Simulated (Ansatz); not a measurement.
Working through vertical energies of changing the electron count of F2ISi, SMILES F[Si](F)I

Computed with the Ansatz DFT code, driven from Python.

The script reads `f2isi.xyz`:
```text
4

F    -0.89070   -1.19490    0.66510
Si    0.00370    0.13330    0.50390
F     1.49360   -0.35590    0.34440
I    -0.55100    1.35710   -1.53360
```

At the Python prompt:
```pycon
>>> import ansatz as az
>>> def energy_of(molecule, charge=0, unpaired=0):
...     calc = molecule.calculation().basis(gaussian="def2-SVPD").functional("r2scan")
...     if charge:
...         calc = calc.charge(charge)
...     if unpaired:
...         calc = calc.spin("collinear", total=unpaired)
...     report = calc.run(threads=1, backend="cpu").report
...     if report["published_state_doubts"]:
...         print("  doubts:", report["published_state_doubts"])
...     return report["free_energy_ev"]
...
>>> system = az.Crystal.molecule_from_extxyz("f2isi.xyz")
>>> # total-energy differences at one geometry
>>> parent = energy_of(system, 0, 1)

>>> cation = energy_of(system, 1, 0)
>>> print(f"E(N)   = {parent:.5f} eV")
E(N)   = -21409.01141 eV
>>> print(f"E(N-1) = {cation:.5f} eV  (0 unpaired)")
E(N-1) = -21399.48543 eV  (0 unpaired)
>>> print(f"vertical ionisation energy {cation - parent:.3f} eV")
vertical ionisation energy 9.526 eV
>>> anion = energy_of(system, -1, 0)
>>> print(f"E(N+1) = {anion:.5f} eV  (0 unpaired)")
E(N+1) = -21410.82741 eV  (0 unpaired)
>>> print(f"vertical electron affinity {parent - anion:.3f} eV" + ("" if anion < parent else " (unbound in this basis)"))
vertical electron affinity 1.816 eV
>>> print(f"fundamental gap IP - EA = {cation + anion - 2 * parent:.3f} eV")
fundamental gap IP - EA = 7.710 eV
```

At this unrelaxed geometry removing an electron costs 9.53 eV and adding one releases 1.82 eV.

Total energies depend on the basis set; only differences at equal settings carry meaning. The geometry is a force-field or estimated start, not a minimum of this method, and the basis set is short of its limit. All parts are taken at fixed geometry, without zero-point energy. At an unrelaxed start these energies can be a whole eV from those at the minimum, and a small affinity can change sign. def2 sets replace the cores of elements past krypton by effective core potentials. The species is open-shell (spin multiplicity 2). Only the spin states typed were run; another state of an ion can lie lower, by up to an eV or two. The whole script took 11 s on 1 thread of Intel(R) Xeon(R) 6975P-C (Granite Rapids), with other jobs on the host, peak memory 0.27 GiB.

(Lines on the test bed's own set-up are left out of the output.)
